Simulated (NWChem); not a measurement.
**CBrCl2F (bromodichlorofluoromethane): levels of theory compared**

We compute a comparison of 5 runs (HF/STO-3G, HF/3-21G, B3LYP/6-31G*, CAM-B3LYP/def2-SVPD) of CBrCl2F (bromodichlorofluoromethane). 

The calculation is run with NWChem 7.3.0.

1 further run of the same task is left out (it didn't finish).

## (1) The system as given

The species is CBrCl2F (5 atoms), meant as a singlet with charge 0. As SMILES, `FC(Cl)(Cl)Br`. The shape is that of a PBE0-D4/def2-TZVP optimisation.

Bond lengths: F1–C2 1.332 Å, C2–Cl3 1.756 Å, C2–Cl4 1.756 Å, C2–Br5 1.940 Å. Angles: F1–C2–Cl3 108.7°, F1–C2–Cl4 108.7°, F1–C2–Br5 108.1°, Cl3–C2–Cl4 110.6°, Cl3–C2–Br5 110.4°, Cl4–C2–Br5 110.4°.

## (2) Energy and forces at HF/STO-3G (run 1)

test.nw reads:

```
start test
memory stack 880 mb heap 220 mb global 1100 mb
charge 0

geometry units angstroms noautosym nocenter noautoz
   F       -0.145400       0.066000       1.392100
   C       -0.007200      -0.045400       0.072100
   Cl       1.255600      -1.218600      -0.263900
   Cl      -1.537300      -0.570800      -0.611000
   Br       0.484000       1.695200      -0.630600
end

basis spherical bse
   * library STO-3G
end

scf
   singlet
   rhf
   thresh 1e-08
   maxiter 80
   print low
end

task scf gradient
```

Command:

```console
nwchem test.nw > test.out
```

Standard output:

```text
[...]
  functions       =    46
[...]
  wavefunction    = RHF
[...]
         Total SCF energy =  -3589.243782572456
      One-electron energy =  -6058.992058425275
      Two-electron energy =   1942.602902465664
 Nuclear repulsion energy =    527.145373387154
        Time for solution =      5.9s
[...]
                         RHF ENERGY GRADIENTS
    atom               coordinates                        gradient
                 x          y          z           x          y          z
   1 F      -0.274766   0.124722   2.630688    0.005034  -0.000520  -0.041449
   2 C      -0.013606  -0.085794   0.136249   -0.012655  -0.051603   0.005344
   3 Cl      2.372740  -2.302820  -0.498699   -0.038318   0.038514   0.010979
   4 Cl     -2.905076  -1.078656  -1.154623    0.047518   0.018598   0.021652
   5 Br      0.914627   3.203463  -1.191661   -0.001579  -0.004989   0.003475
 Task  times  cpu:        8.4s     wall:        8.4s
 Total times  cpu:        8.4s     wall:        8.4s
```

It took 9 s on 1 thread of Intel Xeon Platinum 8259CL at 2.50GHz (Skylake/Cascade Lake), shared host; peak memory 0.099 GiB.

## (3) Energy and gradient at HF/3-21G (run 2)

cbrcl2f.xyz reads:

```xyz
5
CBrCl2F
F     -0.145400     0.066000     1.392100
C     -0.007200    -0.045400     0.072100
Cl     1.255600    -1.218600    -0.263900
Cl    -1.537300    -0.570800    -0.611000
Br     0.484000     1.695200    -0.630600
```

cbrcl2f.nw reads:

```
start cbrcl2f
title "CBrCl2F"
memory total 2200 mb

geometry units angstrom noautosym nocenter noautoz
  load cbrcl2f.xyz
end

basis spherical bse
  * library 3-21G
end

scf
  singlet
  rhf
  thresh 1e-08
  maxiter 80
end

task scf gradient
```

Command:

```console
nwchem cbrcl2f.nw > cbrcl2f.out
```

Standard output:

```text
[...]
  functions       =    66
[...]
  wavefunction    = RHF
[...]
         Total SCF energy =  -3611.131848547479
      One-electron energy =  -6074.737541196039
      Two-electron energy =   1936.460319261405
 Nuclear repulsion energy =    527.145373387155
        Time for solution =      6.8s
[...]
                         RHF ENERGY GRADIENTS
    atom               coordinates                        gradient
                 x          y          z           x          y          z
   1 F      -0.274766   0.124722   2.630688    0.003551  -0.000111  -0.028761
   2 C      -0.013606  -0.085794   0.136249   -0.007209  -0.027436   0.006677
   3 Cl      2.372740  -2.302820  -0.498699   -0.028785   0.029136   0.004898
   4 Cl     -2.905076  -1.078656  -1.154623    0.036560   0.013970   0.013023
   5 Br      0.914627   3.203463  -1.191661   -0.004118  -0.015559   0.004163
[...]
```

It took 10 s on 1 thread of Intel Xeon Platinum 8259CL at 2.50GHz (Skylake/Cascade Lake), shared host; peak memory 0.1 GiB.

Runs 3 to 4 aren't shown in full; the table further down has their settings and results.

## (4) Energy and gradient at CAM-B3LYP/def2-SVPD (run 5)

cbrcl2f.nw reads:

```
start cbrcl2f
title "CBrCl2F CAM-B3LYP"
memory 2200 mb
charge 0

geometry units angstroms noautosym nocenter noautoz
   F       -0.145400       0.066000       1.392100
   C       -0.007200      -0.045400       0.072100
   Cl       1.255600      -1.218600      -0.263900
   Cl      -1.537300      -0.570800      -0.611000
   Br       0.484000       1.695200      -0.630600
end

basis "ao basis" spherical bse
   * library def2-SVPD
end

dft
   xc xcamb88 1.00 lyp 0.81 vwn_5 0.19 hfexch 1.00
   cam 0.33 cam_alpha 0.19 cam_beta 0.46
   grid fine
   convergence energy 1e-08
   direct
   iterations 100
   mulliken
end

task dft gradient
```

Command:

```console
nwchem cbrcl2f.nw > cbrcl2f.out
```

Standard output:

```text
[...]
          Wavefunction type:  closed shell.
          No. of atoms     :     5
          No. of electrons :    84
[...]
          Charge           :     0
          Spin multiplicity:     1
[...]
          AO basis - number of functions:   138
[...]
              XC Information
              --------------
                     Hartree-Fock (Exact) Exchange  1.000
                   CAM-Becke88 Exchange Functional  1.000
                      VWN V Correlation Functional  0.190 local
              Lee-Yang-Parr Correlation Functional  0.810
[...]
 d= 0,ls=0.0,diis     1  -3631.6662510227 -4.16D+03  1.67D-02  2.08D+00    25.8
[...]
 d= 0,ls=0.0,diis    10  -3631.9056689098 -3.38D-09  9.96D-07  3.33D-09   257.4
         Total DFT energy =    -3631.905668909767
      One electron energy =    -6092.004226392827
           Coulomb energy =     2096.694195472365
    Exchange-Corr. energy =     -163.741011376459
 Nuclear repulsion energy =      527.145373387154
[...]
      Total Density - Mulliken Population Analysis
     ---------------------------------------------
    Atom       Charge   Shell Charges
 -----------   ------   -------------------------------------------------------
    1 F    9     9.30   1.99  1.15  0.76  0.09  3.35  1.83  0.12  0.01  0.00
    2 C    6     5.43   1.99  0.99  0.03 -0.24  1.86  0.73  0.12 -0.04
    3 Cl  17    17.18   2.00  1.98  1.30  0.62  0.04  5.93  2.18  2.90  0.19  0.03  0.02
    4 Cl  17    17.18   2.00  1.98  1.30  0.62  0.04  5.93  2.18  2.90  0.19  0.03  0.02
    5 Br  35    34.91   2.00  2.00  1.99  1.48  0.43  0.04  6.00  5.97  2.40  2.45  0.10  8.19  1.75  0.10  0.01
[...]
  wavefunction    = closed shell
[...]
                         DFT ENERGY GRADIENTS
    atom               coordinates                        gradient
                 x          y          z           x          y          z
   1 F      -0.274766   0.124722   2.630688    0.000280  -0.000108  -0.002436
   2 C      -0.013606  -0.085794   0.136249   -0.001072  -0.004042   0.000966
   3 Cl      2.372740  -2.302820  -0.498699   -0.004238   0.004071   0.000211
   4 Cl     -2.905076  -1.078656  -1.154623    0.005407   0.001825   0.001413
   5 Br      0.914627   3.203463  -1.191661   -0.000378  -0.001746  -0.000154
[...]
```

Run time: 8.3 min. Hardware: 1 thread of Intel Xeon Platinum 8259CL at 2.50GHz (Skylake/Cascade Lake), shared host; peak memory 0.14 GiB.

## (5) Overview of the runs

| run | level | iteration cap | module | energy (Eh) | largest force (eV/Å) | wall time |
| --- | --- | --- | --- | --- | --- | --- |
| 1 | HF/STO-3G | 80 | scf | -3589.243783 | 2.850 | 9 s |
| 2 | HF/3-21G | 80 | scf | -3611.131849 | 2.121 | 10 s |
| 3 | B3LYP/6-31G* (spherical functions) | 100 | dft | -3632.171049 | 0.765 | 61 s |
| 4 | B3LYP/6-31G* (Cartesian functions) | 100 | dft | -3632.188101 | 0.788 | 59 s |
| 5 | CAM-B3LYP/def2-SVPD | 100 | dft | -3631.905669 | 0.302 | 8.3 min |

## (6) Outcome

| quantity | value |
| --- | --- |
| run 5: total energy | -3631.90567 Eh |
| run 5: dipole moment | 0.50 D |
| run 5: HOMO energy | -10.13 eV |
| run 5: LUMO energy | -0.73 eV |
| run 5: HOMO–LUMO gap | 9.41 eV |
| run 5: largest force on an atom | 0.302 eV/Å |

What this shows: Over runs 2, 3, 4, 5 the dipole moment (its size) runs from 0.24 D (B3LYP/6-31G*) to 0.98 D (HF/3-21G). The two ends differ in method and basis. Over runs 2, 3, 4, 5 the HOMO–LUMO gap runs from 6.42 eV (B3LYP/6-31G*) to 14.00 eV (HF/3-21G). Totals of different functionals can't be ranked against each other. In run 1 the basis is minimal, so the values are rough. All runs together took 11 min, the longest 8.3 min.
